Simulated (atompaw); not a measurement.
# Pseudopotential generation for manganese: PAW (atompaw), PBEsol

Aim: build the potential from the settings below, then test how well it stands in for the atom: scattering, ghost states and the plane-wave cutoff that it needs.

Program: atompaw 4.2.0.5. Reference atom: PBEsol, scalar-relativistic, spherical and spin-unpolarised. All values are calculated.

## Step 1: The atom and the settings

Typed settings, in words:

```
element                 : manganese (Mn, Z = 25)
type                    : PAW
frozen core             : [Ar]
valence charge          : 7
reference configuration : 3d5 4s1.5 4p0 (charge +0.5)
partial waves           : 4s (bound): rc 3.00 bohr; 4s channel at -0.3 Ry: rc 3.00 bohr; 4p (bound, empty): rc 3.00 bohr; 4p channel at 1.6 Ry: rc 3.00 bohr; 3d (bound): rc 1.50 bohr; 3d channel at 0.9 Ry: rc 1.50 bohr
local potential         : bessel scheme, radius 2.05 bohr
core correction         : smooth core density matched at 1.65 bohr
augmentation charge     : sinc compensation charge, radius 2.95 bohr; PAW radius 3.00 bohr; waves and projectors: custom rrkj gramschmidtortho
```

The nodes and maxima of the atom's own shells, from an earlier all-electron run, set the scale for the radii.

All-electron outer shells of the reference configuration (PBEsol, scalar-relativistic, ld1.x):

| shell | level (eV) | outermost node (bohr) | outermost maximum (bohr) |
| --- | --- | --- | --- |
| 3s | -89.57 | 0.34 | 0.74 |
| 3p | -58.42 | 0.31 | 0.75 |
| 3d | -10.69 | – | 0.76 |
| 4s | -8.40 | 1.05 | 2.44 |
| 4p | -4.12 | 1.15 | 3.10 |

## Step 2: The generation run

The input, Mn.input:

```
Mn 25
GGA-PBESOL scalarrelativistic loggrid 1500 logderivrange -3 5 201
4 4 3 0 0 0
4 0 1.5
4 1 0
3 2 5
0 0 0
c
c
c
v
c
c
v
v
2
3.00 2.95 2.05 1.65
y
-0.3
n
y
1.6
n
y
0.9
n
custom rrkj gramschmidtortho sinc
bessel
3.00
3.00
3.00
3.00
1.50
1.50
PWSCFOUT
UPFDX 0.0125d0 UPFXMIN -7.d0 UPFZMESH 25.d0
END
```

Started as:

```
$ atompaw < Mn.input > Mn.log
```

Before running it: what results should come out? Wanted: cutoffs for 10 and 1 mRy, occupied levels; bound ghosts; largest phase difference near zero energy, channels read; lowest eigenvalue of the overlap; share of valence orbitals outside the PAW sphere; UPF file.

**Answer**, as computed:

| quantity | value |
| --- | --- |
| cutoffs for 10 and 1 mRy, occupied levels | 45 Ry and 80 Ry |
| bound ghosts | none found |
| largest phase difference near zero energy, channels read | 0.001 rad |
| lowest eigenvalue of the overlap (Bessel basis) | 0.400 (s) |
| share of valence orbitals outside the PAW sphere | 4s 42 %, 4p 68 %, 3d 3 % |
| UPF file | written |

**Reading.** It counts as of middling hardness, with 45 Ry needed at the looser tolerance. The slowest occupied level is 3d: taken alone it needs 50 Ry to come within 1 mRy, against 6 Ry or less for 4s. No bound ghost shows below the valence levels. Near zero energy the phases of the channels with partial waves agree within 0.001 rad. These are tests on the free atom; a crystal test is still owed.
